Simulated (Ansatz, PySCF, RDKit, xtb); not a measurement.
# C3H7N3Si: ranking a sample of isomers

Which of a sample of isomers of C3H7N3Si is the most stable in the gas at 298.15 K, and what are its properties? The sample is small against all isomers, and the most stable one of this formula need not be in it.

Plan: many cheap relaxations first (GFN2-xTB), then density-functional screening, relaxation at PBE0-D3(BJ)/def2-SVP, vibrations (at GFN2-xTB) and a final energy. The numbers are computed, not measured.

## Step 1: Candidates

Isomers were taken from a list of plausible structures; this is a sample, not all of them. That gives 3 candidates.

```csv
label,SMILES,spin
c023,Nn1cnc([SiH3])c1,singlet
c406,Nn1cncc1[SiH3],singlet
c556,Nn1ccnc1[SiH3],singlet
```

Candidates are built by distance geometry, with a force field where one applies, in up to four conformers (letters a to d).

Q: Predict the outcome of this search (final energies at CCSD(T)/def2-SVP + MP2/def2-TZVPP - MP2/def2-SVP).

| quantity | value |
| --- | --- |
| lowest structure found | Nn1cncc1[SiH3], singlet |
| next finalist | Nn1cnc([SiH3])c1, singlet, 2.2 kcal/mol higher in G |
| share at equilibrium, among the finalists | 96.8 % |
| dipole moment (PBE0/def2-SVPD) | 3.47 D |
| HOMO energy (PBE0/def2-SVPD) | -6.90 eV |
| LUMO energy (PBE0/def2-SVPD) | -0.19 eV |
| HOMO–LUMO gap (PBE0/def2-SVPD) | 6.70 eV |
| lowest excitation (TD-PBE0/def2-SVPD) | 5.85 eV (f = 0.001) |
| strongest of the states computed, same level | 6.08 eV (f = 0.309) |
| lowest triplet excitation, same level, Tamm-Dancoff | 4.19 eV |
| vertical ionisation energy | 8.78 eV |
| vertical electron affinity | -1.22 eV (unbound: the value depends on the basis) |
| vertical triplet less singlet | +4.16 eV |

The lowest structure found is `Nn1cncc1[SiH3]`. The margin, 2.2 kcal/mol, is modest. GFN2-xTB, HF/STO-3G, r2SCAN-D4/def2-SVP, PBE0-D3(BJ)/def2-SVP, HF/def2-SVP and MP2/def2-SVP already put its bonding pattern lowest among the structures in one piece. Lowest found is not proven lowest: the search is finite, and each finalist counts with one conformer. Only 3 drawn patterns were tried, so whole families of isomers are missing, and the result ranks this sample alone. The lowest isomer need not be the one that is made and kept in a bottle, which depends on barriers.
